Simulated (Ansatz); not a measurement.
# Ga4PN3: the band gap up the ladder of functionals

The task here is to estimate one member of a computed series from the others.

The runs shown are made with Ansatz 0.2.0. PAW datasets, plane waves. Simulation only: spin-unpolarised, and no claim that this is the phase found in nature.

### The system as given

The cell was relaxed beforehand with r2SCAN.

It is monoclinic, Cm (No. 8); a = 12.416 Å, b = 3.351 Å, c = 5.804 Å, β = 117.6° in the conventional setting, 13.38 Å³ an atom. Around N lie 4 Ga at 1.98–2.09 Å; around N lie 4 Ga at 1.96–2.06 Å; around Ga lie 3 N at 1.98–1.99 Å and 1 P at 2.23 Å; around Ga lie 4 N at 2.04–2.09 Å; around N lie 4 Ga at 1.96–2.04 Å.

As a file:

```
CELL_PARAMETERS angstrom
6.20815 -1.67570 0.02374
6.20815 1.67570 0.02374
-2.70585 0.00000 5.13434
ATOMIC_POSITIONS crystal
N 0.00923 0.00923 0.67818
N 0.74883 0.74883 0.08643
Ga 0.18846 0.18846 0.88171
Ga 0.93559 0.93559 0.27337
N 0.49095 0.49095 0.15846
P 0.25215 0.25215 0.58067
Ga 0.66890 0.66890 0.30891
Ga 0.45588 0.45588 0.78227
```

The first run:

input.yaml reads:

```yaml
crystal:
  lattice:
    - [6.2081462292, -1.675696619, 0.0237386825]
    - [6.2081462292, 1.675696619, 0.0237386825]
    - [-2.7058470041, 0.0, 5.1343436521]
  atoms:
    - { symbol: "N", position: [1.0092310406, 1.0092310406, 0.6781834371] }
    - { symbol: "N", position: [0.7488348475, 0.7488348475, 0.0864254799] }
    - { symbol: Ga, position: [0.1884612118, 0.1884612118, 0.8817104668] }
    - { symbol: Ga, position: [0.9355920357, 0.9355920357, 0.273366059] }
    - { symbol: "N", position: [0.4909511583, 0.4909511583, 0.1584639047] }
    - { symbol: P, position: [0.2521462825, 0.2521462825, 0.58067481] }
    - { symbol: Ga, position: [0.6689002119, 0.6689002119, 0.3089092817] }
    - { symbol: Ga, position: [0.4558832116, 0.4558832116, 0.7822665608] }
kpoints:
  mp_grid: { grid: [8, 8, 6] }
  band_path:
    path:
      - [[0.0, 0.0, 0.0], [-0.2731793052833, 0.2731793052833, -1.530566049182e-17]]
      - [[0.2731793052833, 0.7268206947167, -9.271672111423e-17], [0.5, 0.5, -9.271672111423e-17], [0.0, 0.0, 0.0], [0.5, 0.5, -0.5], [0.2502272781669, 0.7497727218331, -0.5]]
      - [[-0.2502272781669, 0.2502272781669, -0.5], [-4.174810137861e-20, 8.044657816884e-20, -0.5], [0.0, 0.0, 0.0]]
      - [[-2.006197565548e-17, 0.5, -0.5], [0.0, 0.0, 0.0], [2.37622832214e-18, 0.5, -4.635836055711e-17]]
    npoints: 10
hamiltonian:
  xc: pbe
scf:
  occupations: { method: fermi_dirac, width: 0.02 }
  n_extra_bands: 6
output:
  forces: true
  stress: true
  eigenvalues: true
```

Command:

```bash
$ ansatz run input.yaml --threads 2 --pin off --max-ram 29491MiB --backend cpu --events-out ev --progress --plain --runs-dir out
```

Among the steps run: PBE bands along the symmetry lines; Single point with r2SCAN; Single point with HSE06; PBE+SOC at the same geometry.

One of the session's tables, all rows but one given; the rest of the session is left out.

```
  level  gap (eV)
    PBE     -0.10
 r2SCAN     -0.02
  HSE06      0.47
PBE+SOC         ?
```

**Question.** Estimate the row for PBE+SOC.

The run gave: gap (eV): -0.11. In the column «gap (eV)» it is the lowest.

Meshes: PBE 8×8×6, r2SCAN 8×8×6, HSE06 4×4×4, PBE+SOC 8×8×6

In words: PBE finds no gap, while HSE06 opens one of up to 0.47 eV: the level of theory decides whether this is called a metal.

Caveats from the session: Warnings in the runs' records: stress scf threshold loose, stress exchange threshold loose.
